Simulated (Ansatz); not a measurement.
Below is the output of a Python script on Ansatz 0.2.0, Python API that makes a single point in a Gaussian basis of ClFH₄O₂Si₂, SMILES O[Si](O)(F)[SiH2]Cl. Write a script that gives it. Level of theory: B2GP-PLYP, 6-31G* basis, multiplicity 1.

```yaml
atoms:
  - { symbol: O, position_ang: [-1.2910, 0.7256, -1.2451] }
  - { symbol: Si, position_ang: [-0.2283, -0.2982, -0.6096] }
  - { symbol: O, position_ang: [1.0147, -0.4518, -1.6402] }
  - { symbol: F, position_ang: [-0.9041, -1.7726, -0.5774] }
  - { symbol: Si, position_ang: [0.1682, 0.3364, 1.5447] }
  - { symbol: Cl, position_ang: [1.2487, 2.0308, 1.6656] }
  - { symbol: H, position_ang: [-1.5377, 0.7078, -2.1679] }
  - { symbol: H, position_ang: [1.6539, -1.1530, -1.5569] }
  - { symbol: H, position_ang: [0.9366, -0.6823, 2.2769] }
  - { symbol: H, position_ang: [-1.0611, 0.5573, 2.3099] }
```

```console
$ python run_energy.py
crystal:
  periodic: [false, false, false]
  atoms:
    - { symbol: O, position_ang: [-1.29104, 0.72562, -1.24506] }
    - { symbol: Si, position_ang: [-0.22826, -0.29822, -0.60959] }
    - { symbol: O, position_ang: [1.0147, -0.45182, -1.64021] }
    - { symbol: F, position_ang: [-0.90409, -1.77264, -0.5774] }
    - { symbol: Si, position_ang: [0.16822, 0.3364, 1.54471] }
    - { symbol: Cl, position_ang: [1.24873, 2.03082, 1.66556] }
    - { symbol: H, position_ang: [-1.53767, 0.70779, -2.16795] }
    - { symbol: H, position_ang: [1.65387, -1.15296, -1.55688] }
    - { symbol: H, position_ang: [0.93664, -0.68225, 2.27691] }
    - { symbol: H, position_ang: [-1.06109, 0.55726, 2.30992] }
basis:
  gaussian:
    orbitals: "6-31G*"
hamiltonian:
  xc:
    name: B2GP-PLYP

pass   1  E = -35120.982755 eV  gradient 5.6e+01
pass   2  E = -35121.028511 eV  gradient 5.6e+01
pass   3  E = -35122.221804 eV  gradient 5.1e+01
pass   4  E = -35126.345722 eV  gradient 2.3e+00
pass   5  E = -35126.358669 eV  gradient 1.0e+00
pass   6  E = -35126.358810 eV  gradient 1.0e+00
pass   7  E = -35126.361221 eV  gradient 1.0e+00
pass   8  E = -35126.363003 eV  gradient 2.7e-01
pass   9  E = -35126.363137 eV  gradient 5.5e-02
pass  10  E = -35126.363144 eV  gradient 1.1e-02
pass  11  E = -35126.363145 eV  gradient 1.2e-02
pass  12  E = -35126.363146 eV  gradient 3.3e-03
pass  13  E = -35126.363146 eV  gradient 1.2e-03
pass  14  E = -35126.363146 eV  gradient 4.0e-04
pass  15  E = -35126.363146 eV  gradient 4.1e-04
pass  16  E = -35126.363146 eV  gradient 7.4e-05
pass  17  E = -35126.363146 eV  gradient 1.3e-05
pass  18  E = -35126.363146 eV  gradient 1.3e-05
pass  19  E = -35126.363146 eV  gradient 3.0e-06
pass  20  E = -35126.363146 eV  gradient 3.0e-06
converged              True
free_energy_ev         -35135.55504758504
reference_energy_ev    -35126.36327034908
n_frozen               18
n_occupied             [19, 19]
n_virtual              [73, 73]
```

The script that was run (others could print the same):

`run_energy.py`
```python
"""Single point of ClFH4O2Si2 in a Gaussian basis."""

import json

import ansatz as az


def main() -> None:
    geometry_ang = [
        ("O", (-1.29104, 0.72562, -1.24506)),
        ("Si", (-0.22826, -0.29822, -0.60959)),
        ("O", (1.0147, -0.45182, -1.64021)),
        ("F", (-0.90409, -1.77264, -0.5774)),
        ("Si", (0.16822, 0.3364, 1.54471)),
        ("Cl", (1.24873, 2.03082, 1.66556)),
        ("H", (-1.53767, 0.70779, -2.16795)),
        ("H", (1.65387, -1.15296, -1.55688)),
        ("H", (0.93664, -0.68225, 2.27691)),
        ("H", (-1.06109, 0.55726, 2.30992)),
    ]
    system = az.Crystal.molecule()
    for symbol, xyz in geometry_ang:
        system = system.atom(symbol, xyz)

    setup = (
        system.calculation()
        .basis(gaussian="6-31G*")
        .functional(az.LibraryFunctional("B2GP-PLYP"))
    )
    print(setup.to_yaml())
    trace = []
    outcome = setup.session().plan().execute(on_event=trace.append)
    data = outcome.report
    for event in trace:
        if event["event"] == "mean_field_evaluation" and event["data"]["evaluation"] <= 25:
            print("pass {evaluation:3d}  E = {energy_ev:.6f} eV  gradient {gradient_ev:.1e}".format(**event["data"]))

    for key in ("converged", "free_energy_ev", "reference_energy_ev", "n_frozen", "n_occupied", "n_virtual"):
        print(f"{key:22s} {data[key]}")
    with open("clfh4o2si2.json", "w") as handle:
        json.dump({k: data[k] for k in ("free_energy_ev", "reference_energy_ev", "n_occupied", "n_virtual")}, handle, indent=1)


if __name__ == "__main__":
    main()
```

Reading the output:
- Total energies depend on the basis set; only differences at equal settings carry meaning.
- The geometry is a force-field or estimated start, not a minimum of this method, and the basis set is short of its limit.
- For a double hybrid the total adds scaled second-order correlation to the self-consistent reference.
- Early passes use coarser integrals and grids, so their energies can't be compared with the last.
- Run time: 9 s on 1 thread of Arm Neoverse V1, with other jobs on the host, peak memory 0.28 GiB.
